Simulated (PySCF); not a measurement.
# V³⁺: dipole response in dyall-av2z

How polarisable is V³⁺ at the levels listed below?

The numbers are computed with PySCF 2.14.0 (unrestricted determinants in a Gaussian basis, no spin-orbit coupling in the energies), except any that are marked as measured or tabulated.

### Step 1. Starting point

- Element: vanadium (Z = 23)
- Basis: dyall-av2z
- Hamiltonian: the non-relativistic Hamiltonian (point nucleus)
- State 1: V³⁺: [Ar] 3d2, high-spin 3F determinant
- Methods: UHF, PBE, PBE0

The outer shells:

V3+ [Ar] 3d2
```
[Ar] core
3d [↑ ][↑ ][  ][  ][  ]
```

The runs were made by one driver on top of PySCF. The scripts below sum up each run's settings (the driver also hands on starting orbitals that pick excited configurations, and frozen orbitals as a list rather than a count), and the logs come from the driver's own runs. The driver starts from symmetry-adapted Hartree-Fock orbitals, holds the occupation by maximum overlap and uses a logarithmic radial grid for functionals, so a plain start would take other cycles.

The driver's launch:

```console
OMP_NUM_THREADS=1 python atomrun2.py TASK.json OUT
```

The integrals over 101 functions and the set-up took 0.25 s of CPU time.

### Step 2. V³⁺

#### UHF

input.py reads:

```python
from pyscf import gto, scf, dft, mp, cc
import basis_set_exchange as bse
mol = gto.M(atom="V 0 0 0", charge=3, spin=2, symmetry="D2h",
            basis=gto.basis.parse(bse.get_basis("dyall-av2z", elements=["V"], fmt="nwchem", header=False)))
mf = scf.UHF(mol)
mf.irrep_nelec = {'Ag': (4, 3), 'B1g': (1, 0), 'B1u': (2, 2), 'B2u': (2, 2), 'B3u': (2, 2)}
mf.kernel()
```

The log of the run:

```text
damping factor = 0
level_shift factor = 0
DIIS = <class 'pyscf.scf.diis.CDIIS'>
diis_start_cycle = 1
diis_space = 10
diis_damp = 0
SCF conv_tol = 1e-09
SCF conv_tol_grad = None
number electrons alpha = 11  beta = 9
cycle= 1 E= -941.133214673737  delta_E= -0.00618  |g|= 0.0255  |ddm|= 0.0328
cycle= 2 E= -941.133360887429  delta_E= -0.000146  |g|= 0.00407  |ddm|= 0.00518
cycle= 3 E= -941.133364804996  delta_E= -3.92e-06  |g|= 0.0001  |ddm|= 0.00104
cycle= 4 E= -941.133364810335  delta_E= -5.34e-09  |g|= 2.45e-05  |ddm|= 6.27e-05
cycle= 5 E= -941.133364810533  delta_E= -1.98e-10  |g|= 6.57e-06  |ddm|= 1.35e-05
converged SCF energy = -941.133364810533  <S^2> = 2.0022302  2S+1 = 3.0014864
```

It used 25 s of CPU time after the integrals (shared host).

Orbital energies by shell (radii are means over both spins):

```csv
shell,electrons,mean orbital energy (eV),spread (eV),rms radius (bohr)
1s β,1,-5518.2,0,0.0776
1s α,1,-5518.2,0,0.0776
2s α,1,-685.85,0,0.335
2s β,1,-684.51,0,0.335
2p α,3,-581.02,0,0.304
2p β,3,-579.70,0,0.304
3s α,1,-122.50,0,1.01
3s β,1,-118.19,0,1.01
3p α,3,-90.976,0,1.08
3p β,3,-85.717,0,1.08
3d α,2,-47.483,0,1.28
```

⟨S²⟩ = 2.002, ⟨L²⟩ = 12.03.

The driver then solved the coupled dipole response at imaginary frequencies: mean α = 2.011 bohr³, C₆ = 5.120 au for a like pair.

#### PBE

Changes to input.py:

```diff
@@ -4,3 +4,3 @@
             basis=gto.basis.parse(bse.get_basis("dyall-av2z", elements=["V"], fmt="nwchem", header=False)))
-mf = scf.UHF(mol)
+mf = dft.UKS(mol, xc="PBE")
 mf.irrep_nelec = {'Ag': (4, 3), 'B1g': (1, 0), 'B1u': (2, 2), 'B2u': (2, 2), 'B3u': (2, 2)}
```

The log of the run:

```text
damping factor = 0
level_shift factor = 0
DIIS = <class 'pyscf.scf.diis.CDIIS'>
diis_start_cycle = 1
diis_space = 10
diis_damp = 0
SCF conv_tol = 1e-09
SCF conv_tol_grad = None
number electrons alpha = 11  beta = 9
XC functionals = PBE
    J. P. Perdew, K. Burke, and M. Ernzerhof.,  Phys. Rev. Lett. 77, 3865 (1996)
    J. P. Perdew, K. Burke, and M. Ernzerhof.,  Phys. Rev. Lett. 78, 1396 (1997)
    J. P. Perdew, K. Burke, and M. Ernzerhof.,  Phys. Rev. Lett. 77, 3865 (1996)
    J. P. Perdew, K. Burke, and M. Ernzerhof.,  Phys. Rev. Lett. 78, 1396 (1997)
cycle= 1 E= -941.764450276289  delta_E= -0.0117  |g|= 0.0164  |ddm|= 0.0573
cycle= 2 E= -941.764468878705  delta_E= -1.86e-05  |g|= 0.0102  |ddm|= 0.00889
cycle= 3 E= -941.764484884343  delta_E= -1.6e-05  |g|= 0.00134  |ddm|= 0.00389
cycle= 4 E= -941.764485039292  delta_E= -1.55e-07  |g|= 8.06e-05  |ddm|= 0.000286
cycle= 5 E= -941.76448504063  delta_E= -1.34e-09  |g|= 5.21e-06  |ddm|= 3.47e-05
cycle= 6 E= -941.764485040634  delta_E= -4.32e-12  |g|= 2.97e-07  |ddm|= 2.74e-06
converged SCF energy = -941.764485040634  <S^2> = 2.0003009  2S+1 = 3.0002006
```

CPU time 27 s on a shared host, the integrals not counted.

The driver then solved the coupled dipole response at imaginary frequencies: mean α = 2.210 bohr³, C₆ = 5.612 au for a like pair.

#### PBE0

Changes to input.py:

```diff
@@ -4,3 +4,3 @@
             basis=gto.basis.parse(bse.get_basis("dyall-av2z", elements=["V"], fmt="nwchem", header=False)))
-mf = dft.UKS(mol, xc="PBE")
+mf = dft.UKS(mol, xc="PBE0")
 mf.irrep_nelec = {'Ag': (4, 3), 'B1g': (1, 0), 'B1u': (2, 2), 'B2u': (2, 2), 'B3u': (2, 2)}
```

The log of the run:

```text
damping factor = 0
level_shift factor = 0
DIIS = <class 'pyscf.scf.diis.CDIIS'>
diis_start_cycle = 1
diis_space = 10
diis_damp = 0
SCF conv_tol = 1e-09
SCF conv_tol_grad = None
number electrons alpha = 11  beta = 9
XC functionals = PBE0
    C. Adamo and V. Barone.,  J. Chem. Phys. 110, 6158 (1999)
    M. Ernzerhof and G. E. Scuseria.,  J. Chem. Phys. 110, 5029 (1999)
cycle= 1 E= -941.818191965744  delta_E= -0.00716  |g|= 0.0166  |ddm|= 0.0416
cycle= 2 E= -941.818223335772  delta_E= -3.14e-05  |g|= 0.0085  |ddm|= 0.00864
cycle= 3 E= -941.818233445329  delta_E= -1.01e-05  |g|= 0.00102  |ddm|= 0.00312
cycle= 4 E= -941.818233534177  delta_E= -8.88e-08  |g|= 7.27e-05  |ddm|= 0.000203
cycle= 5 E= -941.818233535553  delta_E= -1.38e-09  |g|= 9.97e-06  |ddm|= 3.39e-05
cycle= 6 E= -941.818233535576  delta_E= -2.25e-11  |g|= 2.11e-07  |ddm|= 6.67e-06
converged SCF energy = -941.818233535576  <S^2> = 2.0006005  2S+1 = 3.0004003
```

CPU time 47 s on a shared host, the integrals not counted.

The driver then solved the coupled dipole response at imaginary frequencies: mean α = 2.136 bohr³, C₆ = 5.426 au for a like pair.

Radial density 4πr²ρ of V³⁺ at UHF:

```csv
r (bohr),density,spin density
0.00129,0.161,0.000
0.00217,0.437,0.000
0.00365,1.15,0.000
0.00613,2.91,0.000
0.0103,6.80,0.000
0.0173,14.0,-0.001
0.0292,23.1,-0.001
0.0491,27.3,-0.002
0.0826,22.1,-0.003
0.139,23.3,0.006
0.234,29.4,0.124
0.393,13.8,0.633
0.661,10.2,1.519
1.11,8.58,1.479
1.87,1.24,0.437
3.14,0.0279,0.022
5.29,0.000141,0.000
```

### Step 3. Polarisabilities and C₆

V³⁺, in atomic units:

```csv
method,mean α,C₆ (like pair),S(−4)
UHF,2.011,5.120,1.178
PBE,2.210,5.612,1.813
PBE0,2.136,5.426,1.554
```

α(iu) at PBE0:

```csv
u (hartree),α(iu) (bohr³)
0,2.136
0.0500,2.132
0.100,2.120
0.200,2.077
0.300,2.014
0.500,1.853
0.750,1.641
1.00,1.442
1.50,1.110
2.00,0.8624
3.00,0.5491
5.00,0.2725
```

### Step 4. Results

| quantity | value |
| --- | --- |
| α of V³⁺ | 2.011 (UHF) to 2.210 (PBE) bohr³ |

In words: A single London oscillator with the computed α and C₆ of V³⁺ at UHF would have ω = 4 C₆ / (3 α²) = 1.69 hartree. All values hold for this basis alone; no basis-set limit was taken.
